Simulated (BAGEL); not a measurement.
# SiHSClF2 (SMILES F[Si](F)(S)Cl): B3LYP/6-31G(d) (density fitting with qzvpp-jkfit, spherical functions)

What is the energy change on altering one bond length of SiHSClF2 at B3LYP/6-31G* (density fitting with qzvpp-jkfit, spherical functions)? 

The results are computed with BAGEL 1.2.2.

5 further runs of the same task are left out: 1 that didn't finish, 4 set aside as unsound or not needed. Runs told in other sessions of the task aren't counted.

**1. The structure to begin with**

SiHSClF2 has 6 atoms, charge 0, and is taken as a singlet. SMILES: `F[Si](F)(S)Cl`. Geometry: relaxed at PBE0-D4/def2-TZVP. This is one conformer, not always the lowest.

Bond lengths: F1–Si2 1.577 Å, Si2–F3 1.575 Å, Si2–S4 2.095 Å, Si2–Cl5 2.020 Å, S4–H6 1.345 Å. Angles: F1–Si2–F3 107.6°, F1–Si2–S4 112.3°, F1–Si2–Cl5 106.7°, F3–Si2–S4 106.6°, F3–Si2–Cl5 109.4°, S4–Si2–Cl5 114.0°, Si2–S4–H6 92.5°.

**2. The energy at B3LYP/6-31G(d) (density fitting with qzvpp-jkfit, spherical functions)**

input.json

```json
{ "bagel" : [

{
  "title" : "molecule",
  "basis" : "6-31gs.json",
  "df_basis" : "qzvpp-jkfit",
  "angstrom" : true,
  "geometry" : [
    { "atom" : "F", "xyz" : [       0.963400,      -0.052900,       1.442800 ] },
    { "atom" : "Si", "xyz" : [       0.337800,      -0.341700,       0.024100 ] },
    { "atom" : "F", "xyz" : [       0.460600,      -1.889100,      -0.244500 ] },
    { "atom" : "S", "xyz" : [      -1.704700,       0.119100,      -0.051300 ] },
    { "atom" : "Cl", "xyz" : [       1.458000,       0.665600,      -1.322100 ] },
    { "atom" : "H", "xyz" : [      -1.473100,       1.435000,       0.104800 ] }
  ]
},

{
  "title" : "ks",
  "xc_func" : "b3lyp"
},

{
  "title" : "print",
  "file" : "orbitals.molden",
  "orbitals" : true
}

]}
```

The basis set 6-31G* is read from a file made from the Basis Set Exchange's data (not shown).

Run with:

```console
$ BAGEL_NUM_THREADS=1 BAGEL input.json > input.out
```

What it wrote:

```text
* using 1 threads per process

  ===============================================================
  ===============================================================

  *** Geometry ***

  { "atom" : "F", "xyz" : [      1.820562,     -0.099967,      2.726497 ] },
  { "atom" : "Si", "xyz" : [      0.638349,     -0.645719,      0.045542 ] },
  { "atom" : "F", "xyz" : [      0.870408,     -3.569882,     -0.462038 ] },
  { "atom" : "S", "xyz" : [     -3.221416,      0.225066,     -0.096943 ] },
  { "atom" : "Cl", "xyz" : [      2.755221,      1.257802,     -2.498407 ] },
  { "atom" : "H", "xyz" : [     -2.783756,      2.711757,      0.198043 ] },

  Number of auxiliary basis functions:      556

  Since a DF basis is specified, we compute 2- and 3-index integrals:
    o Being stored without compression. Storage requirement is 0.031 GB

  Number of basis functions:       84
  Number of electrons      :       66

    * METHOD: MOLECULE                             0.24

  *** Kohn-Sham DFT ***

    * Removing 11429 points whose weight is below 1.00e-10
    * Grid points: 78007

  === Nuclear Repulsion ===
   382.7336711330

       - DIIS with orbital gradients will be used.

  === KS iteration (b3lyp / 6-31gs.json) ===
      0      -1315.34325603          0.13295803           0.31
      1      -1241.99201535          0.12327980           0.30
      2      -1106.18781779          0.22353193           0.30
      3      -1320.69275746          0.12386030           0.30
      4      -1328.30572861          0.11277761           0.30
      5      -1330.79303549          0.10372744           0.30
      6      -1330.89769695          0.10685549           0.30
      7      -1219.17954556          0.11112023           0.31
      8      -1327.63453179          0.10182668           0.30
      9      -1328.38748593          0.10053438           0.30
     10      -1327.44316774          0.10276369           0.30
     11      -1326.90474430          0.10431147           0.31
     12      -1326.81601935          0.10543487           0.30
     13      -1210.97833841          0.11704529           0.30
     14      -1328.67218440          0.09818738           0.30
     15      -1328.73634151          0.10092649           0.30
     16      -1328.80849677          0.10015057           0.30
     17      -1329.13589089          0.10085809           0.30
     18      -1328.82271529          0.09576327           0.30
     19      -1211.27759672          0.11879070           0.30
     20      -1331.13945806          0.09761094           0.30
     21      -1329.27660786          0.10012928           0.30
     22      -1329.87797134          0.10362959           0.30
     23      -1329.58498402          0.09718099           0.30
     24      -1329.30177124          0.09760677           0.30
     25      -1211.89486943          0.12767444           0.30
     26      -1330.63488384          0.09921926           0.30
[... 7 lines of this table left out ...]
     34      -1348.03517166          0.02055212           0.30
     35      -1348.35164136          0.00241462           0.30
     36      -1348.35111148          0.00236517           0.31
     37      -1348.35471331          0.00066916           0.30
     38      -1348.35493209          0.00012543           0.30
     39      -1348.35494091          0.00002767           0.30
     40      -1348.35494146          0.00000949           0.30
     41      -1348.35494153          0.00000224           0.30
     42      -1348.35494153          0.00000089           0.30
     43      -1348.35494153          0.00000029           0.31
     44      -1348.35494153          0.00000013           0.31
     45      -1348.35494153          0.00000003           0.31
     46      -1348.35494153          0.00000000           0.31
    * SCF iteration converged.

    * Permanent dipole moment:
           (    0.253643,    -0.499126,    -0.011280) a.u.

    * METHOD: KS                                  14.56

    * METHOD: PRINT                                0.01

  ===============================================================
```

Run time: 15 s. Hardware: 1 thread of Intel Xeon 6975P-C (Granite Rapids), shared host; peak memory 0.37 GiB.

**3. The distorted shape, same level**

calc.json

```json
{ "bagel": [

{
  "title": "molecule",
  "basis": "6-31gs.json",
  "df_basis": "qzvpp-jkfit",
  "angstrom": true,
  "geometry": [
    { "atom": "F", "xyz": [    0.816042,    1.803949,    1.765115 ] },
    { "atom": "Si", "xyz": [    0.190442,    1.515149,    0.346415 ] },
    { "atom": "F", "xyz": [    0.460600,   -1.889100,   -0.244500 ] },
    { "atom": "S", "xyz": [   -1.852058,    1.975949,    0.271015 ] },
    { "atom": "Cl", "xyz": [    1.310642,    2.522449,   -0.999785 ] },
    { "atom": "H", "xyz": [   -1.620458,    3.291849,    0.427115 ] }
  ]
},
{
  "title": "ks",
  "xc_func": "b3lyp",
  "charge": 0
},
{
  "title": "print",
  "file": "orbitals.molden",
  "orbitals": true
}

]}
```

The basis set 6-31G* is read from a file made from the Basis Set Exchange's data (not shown).

Run with:

```console
$ BAGEL_NUM_THREADS=1 BAGEL calc.json > calc.out
```

What it wrote:

```text
* using 1 threads per process

  ===============================================================
  ===============================================================

  *** Geometry ***

  { "atom" : "F", "xyz" : [      1.542096,      3.408970,      3.335584 ] },
  { "atom" : "Si", "xyz" : [      0.359883,      2.863217,      0.654629 ] },
  { "atom" : "F", "xyz" : [      0.870408,     -3.569882,     -0.462038 ] },
  { "atom" : "S", "xyz" : [     -3.499882,      3.734002,      0.512144 ] },
  { "atom" : "Cl", "xyz" : [      2.476754,      4.766738,     -1.889320 ] },
  { "atom" : "H", "xyz" : [     -3.062222,      6.220693,      0.807130 ] },

  Number of auxiliary basis functions:      556

  Since a DF basis is specified, we compute 2- and 3-index integrals:
    o Being stored without compression. Storage requirement is 0.031 GB

  Number of basis functions:       84
  Number of electrons      :       66

    * METHOD: MOLECULE                             0.24

  *** Kohn-Sham DFT ***

    * Removing 10062 points whose weight is below 1.00e-10
    * Grid points: 79374

  === Nuclear Repulsion ===
   333.9253594975

       - DIIS with orbital gradients will be used.

  === KS iteration (b3lyp / 6-31gs.json) ===
      0      -1291.21915987          0.13746575           0.34
      1      -1114.12941848          0.10663018           0.32
      2      -1272.63190337          0.13959224           0.32
      3      -1307.03893178          0.11504724           0.32
      4      -1309.34936896          0.11695731           0.31
      5      -1309.92749047          0.11501914           0.31
      6      -1309.15433992          0.11771309           0.31
      7      -1144.50163898          0.12703516           0.31
      8      -1313.36406289          0.09704864           0.32
      9      -1332.95627868          0.05598284           0.32
     10      -1346.28639465          0.04218254           0.32
     11      -1335.61668159          0.03791701           0.31
     12      -1346.07378662          0.03845117           0.32
     13      -1345.96503067          0.04847075           0.32
     14      -1346.32758069          0.04227313           0.32
     15      -1346.43129580          0.04078368           0.32
     16      -1346.42208324          0.04092608           0.32
     17      -1321.40159405          0.06462725           0.33
     18      -1345.97676048          0.03764911           0.32
     19      -1347.22805902          0.02990603           0.32
     20      -1347.82871200          0.01449976           0.32
     21      -1347.58680986          0.02029038           0.34
     22      -1347.90134576          0.01249356           0.32
     23      -1347.69246159          0.01905047           0.32
     24      -1347.69942469          0.01879630           0.32
     25      -1348.00074957          0.01133175           0.32
     26      -1347.46068715          0.02083141           0.32
     27      -1347.69737790          0.01920875           0.32
     28      -1347.50827929          0.02042928           0.32
     29      -1348.03429902          0.00906114           0.31
     30      -1348.10245779          0.00120855           0.31
     31      -1348.10360831          0.00044083           0.31
     32      -1348.10373641          0.00029199           0.31
     33      -1348.10380053          0.00005535           0.31
     34      -1348.10381213          0.00003491           0.31
     35      -1348.10381857          0.00004416           0.32
     36      -1348.10382050          0.00004966           0.32
     37      -1348.10382609          0.00001503           0.32
     38      -1348.10382650          0.00000738           0.31
     39      -1348.10382644          0.00001056           0.32
     40      -1348.10382656          0.00000215           0.32
     41      -1348.10382656          0.00000214           0.31
     42      -1348.10382657          0.00000139           0.31
     43      -1348.10382657          0.00000042           0.31
     44      -1348.10382657          0.00000033           0.32
     45      -1348.10382657          0.00000041           0.32
     46      -1348.10382657          0.00000020           0.32
     47      -1348.10382657          0.00000024           0.31
     48      -1348.10382657          0.00000011           0.31
     49      -1348.10382657          0.00000004           0.32
     50      -1348.10382657          0.00000002           0.31
     51      -1348.10382657          0.00000001           0.31
     52      -1348.10382657          0.00000002           0.31
     53      -1348.10382657          0.00000001           0.31
    * SCF iteration converged.

    * Permanent dipole moment:
           (    0.527906,    -2.675826,    -0.248031) a.u.

    * METHOD: KS                                  17.45

    * METHOD: PRINT                                0.01

  ===============================================================
```

Run time: 18 s. Hardware: 1 thread of Intel Xeon 6975P-C (Granite Rapids), shared host; peak memory 0.38 GiB.

**4. Results**

Level: B3LYP/6-31G* (density fitting with qzvpp-jkfit, spherical functions).

```
                                                          quantity           value
                                         first shape: total energy  -1348.35494 Eh
                                        first shape: dipole moment          1.42 D
                                          first shape: HOMO energy        -8.08 eV
                                          first shape: LUMO energy        -0.25 eV
                                        first shape: HOMO–LUMO gap         7.83 eV
                                     distorted shape: total energy  -1348.10383 Eh
                                    distorted shape: dipole moment          6.96 D
                                      distorted shape: HOMO energy        -7.24 eV
                                      distorted shape: LUMO energy        -5.35 eV
                                    distorted shape: HOMO–LUMO gap         1.89 eV
energy change with the Si2–F3 bond stretched from 1.575 to 3.466 Å        6.833 eV
```

In words: One bond (distorted shape) is far stretched, which a spin-restricted single reference describes badly; a broken-symmetry solution may lie lower. With the Si2–F3 bond stretched from 1.575 to 3.466 Å the energy rises by 6.83 eV (659 kJ/mol). The first shape isn't relaxed at this level, so the change isn't measured from a minimum. A restricted reference can't describe the breaking bond well at this length.
